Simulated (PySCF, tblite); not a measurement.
# C6H18AlN: geometry, infrared bands and NMR shifts

Wanted: the infrared bands and NMR shifts of C6H18AlN (`CC[CH2][AlH2-][N+](C)(C)C`), by calculation.

Programs: tblite 0.8.0 and PySCF 2.14.0, with density-fitted response routines of our own. Each step states its level of theory. These are calculated values for one molecule in the gas phase, unless marked as measured. Atoms count from 0, in the outputs and in this text.

## Step 1: Starting geometry

26 atoms, charge 0, multiplicity 1; geometry from: force field or distance geometry start.

Bonds of the start (Å): C0–C1 1.53, C1–C2 1.49, C2–Al3 1.99, Al3–N4 1.91, N4–C5 1.46, N4–C6 1.44, N4–C7 1.45, C0–H8 1.11, C0–H9 1.10, C0–H10 1.12, C1–H11 1.12, C1–H12 1.11, C2–H13 1.11, C2–H14 1.10, Al3–H15 1.62, Al3–H16 1.58, C5–H17 1.11, C5–H18 1.11, C5–H19 1.11, C6–H20 1.11, C6–H21 1.09, C6–H22 1.13, C7–H23 1.10, C7–H24 1.11, C7–H25 1.10.

## Step 2: Geometry optimisation with GFN2-xTB

What the job is given:

```
{"job": {"kind": "relax", "xc": "GFN2-xTB", "basis": "xTB"}, "charge": 0, "multiplicity": 1}
C      3.326300     0.011400     0.424100
C      2.427200    -0.938900    -0.371900
C      1.386300    -0.223700    -1.169500
Al     0.262900     0.808600     0.114200
N     -1.542400     0.184000     0.180900
C     -1.621600    -1.242700     0.485700
C     -2.189400     0.882000     1.267700
C     -2.256500     0.499100    -1.035300
H      3.063200     0.052700     1.500800
H      3.421500     0.996500    -0.052100
H      4.339100    -0.461900     0.387400
H      1.888000    -1.636200     0.319800
H      3.059600    -1.533000    -1.069400
H      1.893700     0.502300    -1.838400
H      0.789700    -0.970500    -1.717500
H      0.832000     0.690900     1.628100
H      0.300300     2.343200    -0.280100
H     -0.638100    -1.741800     0.341700
H     -1.934900    -1.403200     1.542800
H     -2.418700    -1.665800    -0.153300
H     -3.277900     0.692700     1.167800
H     -1.915500     1.932200     1.192100
H     -1.772700     0.494300     2.242300
H     -2.390900     1.589600    -1.132900
H     -3.284400     0.081600    -0.999900
H     -1.767700     0.079200    -1.931800
```

Run with:

```console
$ OMP_NUM_THREADS=1 python probes_run.py task.json out
```

This one command runs all jobs of the session in turn.

**Question.** This job is followed by: GFN2-xTB harmonic vibrations, gas phase; GIAO PBE0/pcSseg-1 NMR shielding, non-relativistic, gas phase. What will the session give for the following? strongest single infrared mode (GFN2-xTB); zero-point energy (GFN2-xTB); ¹³C shifts against TMS (PBE0/pcSseg-1, means over atoms taken as alike); ¹H shifts against TMS (PBE0/pcSseg-1, means over atoms taken as alike); ²⁷Al shifts against AlH4- (PBE0/pcSseg-1); ¹⁵N shifts against NH3 (PBE0/pcSseg-1).

**Answer**, as computed:

| quantity | value |
| --- | --- |
| strongest single infrared mode (GFN2-xTB) | 716 cm⁻¹, 771 km/mol |
| zero-point energy (GFN2-xTB) | 140.2 kcal/mol |
| ¹³C shifts against TMS (PBE0/pcSseg-1, means over atoms taken as alike) | 47.1, 25.2, 23.4, 12.7 ppm |
| ¹H shifts against TMS (PBE0/pcSseg-1, means over atoms taken as alike) | 4.06, 2.52, 1.82, 0.99, 0.38 ppm |
| ²⁷Al shifts against AlH4- (PBE0/pcSseg-1) | 92.6 ppm |
| ¹⁵N shifts against NH3 (PBE0/pcSseg-1) | 39.9 ppm |

In words: Over 188 steps the energy fell by 1.122 eV; of the close pairs, Al3–N4 changed most, 1.911 to 2.058 Å. No mode is imaginary among the 72: a minimum at this level. The strongest single mode, at 716 cm⁻¹, moves mainly H15 and H16. GFN2-xTB is a fitted tight-binding method: band positions and strengths are rough. Its intensities can rank the bands wrongly. At PBE0/pcSseg-1: Shielding is most anisotropic at C5, C6, C7 (span 69 ppm, paramagnetic term -109 ppm).
